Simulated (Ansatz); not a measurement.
# MoC4: further runs on a relaxed guess

Aim: for this structure of MoC4, compute bands, density of states and charges.

Method: DFT PBE, scalar-relativistic, plane waves, PAW, in Ansatz 0.2.0.

3 further runs of the same task are left out: 2 that didn't finish, 1 set aside as unsound or not needed.

## 1. The structure to begin with

It takes space group Pm-3m (No. 221, cubic). Conventional cell: a = 4.068 Å, b = 4.068 Å, c = 4.068 Å, α = 90.00°, β = 90.00°, γ = 90.00°. Mo (site symmetry m-3m) has 6 C at 2.03 Å as nearest neighbours. C (site symmetry 4/mmm) is surrounded by 2 Mo at 2.03 Å. C (site symmetry m-3m) has 12 C at 2.88 Å as nearest neighbours.

As a file:

```cif
data_structure
_symmetry_space_group_name_H-M 'P 1'
_symmetry_Int_Tables_number 1
_cell_length_a 4.0680
_cell_length_b 4.0680
_cell_length_c 4.0680
_cell_angle_alpha 90.000
_cell_angle_beta 90.000
_cell_angle_gamma 90.000
_cell_volume 67.32
loop_
_atom_site_label
_atom_site_type_symbol
_atom_site_fract_x
_atom_site_fract_y
_atom_site_fract_z
_atom_site_occupancy
Mo1 Mo 0.00000 0.00000 0.00000 1
C1 C 0.50000 0.00000 0.00000 1
C2 C 0.00000 0.50000 0.00000 1
C3 C 0.00000 0.00000 0.50000 1
C4 C 0.50000 0.50000 0.50000 1
```

It is the end of an earlier relaxation with the same method, from a generated guess; it needn't be the stable form of this composition. At a tolerance of 0.05 Å it has space group Pm-3m (No. 221); it has 13.46 Å³/atom, an uncorrected energy of +3.32 eV/atom over the elements.

## 2. Static run: bands, density of states and charges

File input.yaml:

```yaml
crystal:
  lattice:
    - [4.067979836, 0.0, 0.0]
    - [0.0, 4.067979836, 0.0]
    - [0.0, 0.0, 4.067979836]
  atoms:
    - { symbol: Mo, position: [0.0, 0.0, 0.0] }
    - { symbol: C, position: [0.5, 0.0, 0.0] }
    - { symbol: C, position: [0.0, 0.5, 0.0] }
    - { symbol: C, position: [0.0, 0.0, 0.5] }
    - { symbol: C, position: [0.5, 0.5, 0.5] }
basis:
  ecutwfc: 420
kpoints:
  mp_grid: { grid: [10, 10, 10] }
  band_path:
    path:
      - [[0.0, 0.0, 0.0], [0.0, 0.5, 0.0], [0.5, 0.5, 0.0], [0.0, 0.0, 0.0], [0.5, 0.5, 0.5], [0.0, 0.5, 0.0]]
      - [[0.5, 0.5, 0.5], [0.5, 0.5, 0.0]]
    npoints: 14
hamiltonian:
  xc: pbe
scf:
  occupations: { method: gaussian, width: 0.1 }
  n_extra_bands: 12
output:
  forces: true
  stress: true
  eigenvalues: true
  populations: true
  dos: { projected: true, de: 0.02, nscf_kmesh: { grid: [12, 12, 12] } }
  bader: true
  write_density: true
  write_potential: true
  elf: true
  volumetric_format: npy
```

Command:

```
> ansatz run input.yaml --threads 1 --pin off --max-ram 2048MiB --backend cpu --events-out ev --progress --plain --runs-dir out
```

Output (excerpt; [...] marks lines left out):

```text
Warning: RAYON_NUM_THREADS=1 ignored (pool sized by the plan → 1); use --threads N
scf.n_extra_bands = 12 over 15 filled bands (N_el = 30.0): the run solves 27 bands
[...]
Pseudopotentials: kind: paw
Pseudopotential: Mo, paw, valence charge 14, recommended cutoff 420 eV (normal), Mo.paw.azcp
Pseudopotential: C, paw, valence charge 4, recommended cutoff 420 eV (normal), C.paw.azcp
Functional definition: PBE
[...]
Crystal: 5 atoms, lattice volume = 67.319 Å³
Basis set: ecut = 420 eV, 1357 PW (Γ), exchange–correlation on 60×60×60 points (8 copies of the dense FFT grid, shifted against one another)
Bands: 27, of which v1, the nominal top of the filled ones, is band 15 counted from 1 (14 counted from 0)
Symmetry: 48 space group operations
Space group: Pm-3m (ITA 221), of the structure as read, at distance tolerance 4.1e-5 Å
k-points: 56 of 1000
[...]
SCF iter   1: F=—  HF=-5943.226061 eV  |F-HF|=—  |Δ(HF+E_count)|=         —  Δρ=1.54e-2  dr2=2.87e-1  ethr=1.77e-3  ⟨swp⟩=5.6  Hψ=6531  notcnv=0  defer=88
[...]
SCF iter   7: F=-5943.206155 eV  HF=-5943.206155 eV  |F-HF|=8.70e-9  |Δ(HF+E_count)|=   2.19e-7  Δρ=2.71e-6  dr2=4.59e-9  ethr=3.33e-10  ⟨swp⟩=12.9  Hψ=8261  notcnv=0
[...]
NSCF: frozen V_eff on 86 k-points
NSCF: frozen V_eff on 84 k-points
SCF converged after 7 iterations
Free energy (F): -5943.206155 eV
[...]
E sigma→0 (E₀):  -5943.193133 eV
Entropy (-TS):   -0.026043 eV (-5.209 meV/atom)
Fermi energy:    7.043868 eV
[...]
--- Forces (eV/Å), atoms counted from 1 ---
  atom   1  Mo    -0.00000000     0.00000000    -0.00000000
  atom   2  C      0.00000000    -0.00000000    -0.00000000
  atom   3  C      0.00000000     0.00000000     0.00000000
  atom   4  C      0.00000000     0.00000000    -0.00000000
  atom   5  C      0.00000000     0.00000000    -0.00000000
[...]
--- Stress (GPa, compression-positive) ---
       -0.036746       0.000000       0.000000
        0.000000      -0.036746       0.000000
        0.000000       0.000000      -0.036746
  P = ⅓ Tr σ = -0.0367 GPa (-0.367 kbar)
--- Band table (eV; the first three rows and the last of 56) ---
  k-point 0: bands = ["-53.6414", "-27.8399", "-27.8399", "-27.8399", "-5.0733", "-2.5470", "-2.5470", "-0.5746", "4.3266", "4.3266", "4.3266", "7.0281", "7.0281", "7.0281", "7.8008", "7.8008", "7.8008", "7.8261", "7.8261", "7.8261", "9.6470", "9.6470", "9.6470", "12.0157", "12.0157", [...]
--- Löwdin populations: 5 sites ---
  site symbol       q [e]
     0     Mo     13.2232
     1      C      4.2443
     2      C      4.2443
     3      C      4.2443
     4      C      3.9583
  spilling = 0.002861 (of n_electrons = 30.000000)
--- Bader charges: 5 sites ---
  site symbol  charge [e]  shift [e]
     0     Mo      1.6652     0.0014
     1      C     -0.5737     0.0005
     2      C     -0.5737     0.0005
     3      C     -0.5737     0.0005
     4      C      0.0560     0.0000
  estimated error of the sums over rays = 8.6e-4 e
```

It took 56 s on 1 thread of Arm Neoverse V1, shared host; peak memory 0.37 GiB.

Per atom:

```tsv
atom	Löwdin electrons	Bader charge (e)	Bader volume (Å³)
Mo1	13.22	+1.67	11.2
C2	4.24	-0.57	13.5
C3	4.24	-0.57	13.5
C4	4.24	-0.57	13.5
C5	3.96	+0.06	15.7
```

From bands.tsv, the levels nearest the Fermi level at the path's corners, in eV from the Fermi level:

| point | band 11 | band 12 | band 13 | band 14 | band 15 | band 16 | band 17 | band 18 |
| --- | --- | --- | --- | --- | --- | --- | --- | --- |
| Γ | -2.72 | -0.02 | -0.02 | -0.02 | 0.76 | 0.76 | 0.76 | 0.78 |
| X | -3.02 | -1.14 | -1.14 | 0.01 | 0.05 | 0.18 | 0.27 | 0.68 |
| M | -3.60 | -2.53 | -2.53 | -1.58 | -1.58 | -0.13 | 0.10 | 2.18 |
| Γ | -2.72 | -0.02 | -0.02 | -0.02 | 0.76 | 0.76 | 0.76 | 0.78 |
| R | -5.05 | -4.69 | -4.69 | -4.18 | 0.83 | 0.83 | 0.83 | 2.53 |
| X | -3.02 | -1.14 | -1.14 | 0.01 | 0.05 | 0.18 | 0.27 | 0.68 |
| R | -5.05 | -4.69 | -4.69 | -4.18 | 0.83 | 0.83 | 0.83 | 2.53 |
| M | -3.60 | -2.53 | -2.53 | -1.58 | -1.58 | -0.13 | 0.10 | 2.18 |

States per cell in windows of 1 eV, from dos.tsv and pdos.tsv (zero at the Fermi level):

```csv
from,to,total,Mo 4d,C 2s,C 2p
-8,-7,0.85,0.03,0.77,0.03
-7,-6,0.00,0.00,0.00,0.00
-6,-5,0.00,0.00,0.00,0.00
-5,-4,2.34,0.91,0.05,1.32
-4,-3,3.39,1.06,0.20,2.07
-3,-2,3.22,0.99,0.15,2.02
-2,-1,1.85,0.39,0.09,1.32
-1,0,3.22,0.52,0.20,2.44
0,1,4.68,0.67,0.09,3.88
1,2,3.75,0.21,0.05,3.45
2,3,2.70,0.28,0.02,2.37
3,4,1.88,0.74,0.01,1.10
4,5,2.86,1.23,0.01,1.56
5,6,0.48,0.23,0.12,0.10
```

Below -8 eV lie 15 or so more states.

Density in a lattice plane of the grid's cell (edges 4.07 and 4.07 Å, at 0.000 of the third edge), which holds Mo and C.

Ten even steps from '0' (0.03 e/Å³) to '9' (6.55 e/Å³):
```
999642111222222211124699
987421001111111110012478
554210000011111000001245
221100000000000000000112
111000000000000000000011
111000000000000000000011
221100000000000000000112
222100000000000000000122
222110000000000000001122
222110000000000000001122
222110000000000000001122
222100000000000000000122
221100000000000000000112
111000000000000000000011
111000000000000000000011
221100000000000000000112
554210000011111000001245
987421001111111110012478
999642111222222211124699
999742111232223211124799
```
Columns run along the first of these edges and rows up along the second, over one cell in 24 and 20 even steps from the bottom left corner. Atoms in the plane (fractional): Mo at (0.00, 0.00), C at (0.50, 0.00), C at (0.00, 0.50).

ELF in the same plane.

Ten even steps from '0' (0.02) to '9' (0.91):
```
457764369974247996346775
778753369986568996335787
776532258887778885223567
544221246777777764212244
333322223455555432222333
777654322222222222345677
999976421100000112467999
889987521000000012578998
446777531000000013577764
014676531000000013567641
446777531000000013577764
889987521000000012578998
999976421100000112467999
777654322222222222345677
333322223455555432222333
544221246777777764212244
776532258887778885223567
778753369986568996335787
457764369974247996346775
246764369973037996346764
```
Columns run along the first of these edges and rows up along the second, over one cell in 24 and 20 even steps from the bottom left corner. Atoms in the plane (fractional): Mo at (0.00, 0.00), C at (0.50, 0.00), C at (0.00, 0.50).

Both are smooth fields of the valence electrons: close to the nuclei they are not physical.

Maxima of ELF outside the ion cores: 0.91 in the shell around C, 0.5 Å from C.

## 3. Changing settings: mp_grid.grid [7, 7, 7], occupations.method methfessel_paxton, occupations.width 0.001

File input.yaml:

```yaml
crystal:
  lattice:
    - [4.067979836, 0.0, 0.0]
    - [0.0, 4.067979836, 0.0]
    - [0.0, 0.0, 4.067979836]
  atoms:
    - { symbol: Mo, position: [0.0, 0.0, 0.0] }
    - { symbol: C, position: [0.5, 0.0, 0.0] }
    - { symbol: C, position: [0.0, 0.5, 0.0] }
    - { symbol: C, position: [0.0, 0.0, 0.5] }
    - { symbol: C, position: [0.5, 0.5, 0.5] }
basis:
  ecutwfc: 420
kpoints:
  mp_grid: { grid: [7, 7, 7] }
hamiltonian:
  xc: pbe
scf:
  occupations: { method: methfessel_paxton, width: 0.001 }
output:
  forces: true
  eigenvalues: true
  stress: true
```

Command:

```
> ansatz run input.yaml --threads 1 --pin off --max-ram 2048MiB --backend cpu --events-out ev --progress --plain --runs-dir out
```

Output (excerpt; [...] marks lines left out):

```text
Warning: RAYON_NUM_THREADS=1 ignored (pool sized by the plan → 1); use --threads N
[...]
Pseudopotentials: kind: paw
Pseudopotential: Mo, paw, valence charge 14, recommended cutoff 420 eV (normal), Mo.paw.azcp
Pseudopotential: C, paw, valence charge 4, recommended cutoff 420 eV (normal), C.paw.azcp
Functional definition: PBE
[...]
Crystal: 5 atoms, lattice volume = 67.319 Å³
Basis set: ecut = 420 eV, 1357 PW (Γ), exchange–correlation on 60×60×60 points (8 copies of the dense FFT grid, shifted against one another)
Bands: 20, of which v1, the nominal top of the filled ones, is band 15 counted from 1 (14 counted from 0)
Symmetry: 48 space group operations
Space group: Pm-3m (ITA 221), of the structure as read, at distance tolerance 4.1e-5 Å
k-points: 20 of 343
[...]
SCF iter   1: F=—  HF=-5943.242087 eV  |F-HF|=—  |Δ(HF+E_count)|=         —  Δρ=1.92e-2  dr2=5.49e-1  ethr=1.77e-3  ⟨swp⟩=5.7  Hψ=1754  notcnv=0
[...]
Free energy (F): -5943.202348 eV
[...]
E sigma→0 (E₀):  -5943.202341 eV
Entropy (-TS):   -0.000025 eV (-0.005 meV/atom)
Fermi energy:    7.054975 eV
[...]
--- Forces (eV/Å), atoms counted from 1 ---
  atom   1  Mo     0.00000000     0.00000000     0.00000000
  atom   2  C      0.00000000    -0.00000000     0.00000000
  atom   3  C      0.00000000     0.00000000     0.00000000
  atom   4  C      0.00000000    -0.00000000     0.00000000
  atom   5  C      0.00000000     0.00000000     0.00000000
[...]
--- Stress (GPa, compression-positive) ---
       -0.945433       0.000000       0.000000
        0.000000      -0.945433       0.000000
       -0.000000       0.000000      -0.945433
  P = ⅓ Tr σ = -0.9454 GPa (-9.454 kbar)
--- Band table (eV; the first three rows and the last of 20) ---
  k-point 0: bands = ["-53.6608", "-27.8625", "-27.8625", "-27.8625", "-5.0868", "-2.5890", "-2.5890", "-0.5408", "4.3209", "4.3209", "4.3209", "7.0029", "7.0029", "7.0029", "7.7706", "7.7706", "7.7706", "7.8137", "7.8137", "7.8137"]
[...]
```

Run time: 3.5 s. Hardware: 1 thread of Arm Neoverse V1, shared host; peak memory 0.31 GiB.

```tsv
run	ending	energy change	pressure (GPa)	gap (eV)	force (eV/Å)	cycles	time
step 2	converged	0	0.0	0.00	0.00	7	56 s
variant	converged	-1.8 meV/atom (σ→0)	-0.9	0.00	0.00	24	3.5 s
```

Changing the k-point mesh and smearing moves the energy by -1.8 meV/atom (σ→0 values), and the pressure goes from 0.0 to -0.9 GPa. More than one kind of setting changed, and this run alone doesn't tell their shares apart.

## 4. Outcome

| quantity | value |
| --- | --- |
| gap | none (metal) |
| states at the Fermi level | 5.36 per eV per cell |
| Bader charges | Mo +1.67, C -0.57 to +0.06 e |

Bands cross the Fermi level: a metal at this level of theory. Of the projected weight within 0.25 eV of the Fermi level, the largest part is C 2p (74 %). Charge transfer between the atoms is strong (Bader charges up to 1.7 e).
